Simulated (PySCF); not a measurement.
# AlBrH2: the cost of one run

Programs: PySCF 2.14.0, with density-fitted response routines of our own. Each step states its level of theory. These are calculated values for one molecule in the gas phase, unless marked as measured. Atoms are numbered from 0 throughout.

### Step 1. Starting geometry

4 atoms, charge 0, multiplicity 1; geometry from: PBE0-D3(BJ)/def2-SVP.

Bonds of the start (Å): Al0–Br1 2.26, Al0–H2 1.58, Al0–H3 1.58.

### Step 2. Shielding tensors: PBE0/6-31G*

Job settings and geometry (Å):

```
{"job": {"kind": "nmr", "xc": "PBE0", "basis": "6-31G*", "pop": true}, "charge": 0, "multiplicity": 1}
Al    -0.308269    -0.112804    -0.161890
Br     1.925254    -0.285064    -0.449198
H     -1.014020     1.209461    -0.661874
H     -1.045784    -1.324425     0.530602
```

Level: GIAO PBE0/6-31G* NMR shielding, non-relativistic, gas phase.

On the command line:

```console
OMP_NUM_THREADS=1 python probes_run.py task.json out
```

This one command runs all jobs of the session in turn.

Q: Estimate the wall time and peak memory of this first job on 1 thread of Arm Neoverse N1, shared host.

About 4.7 s, with a peak of 0.29 GiB.
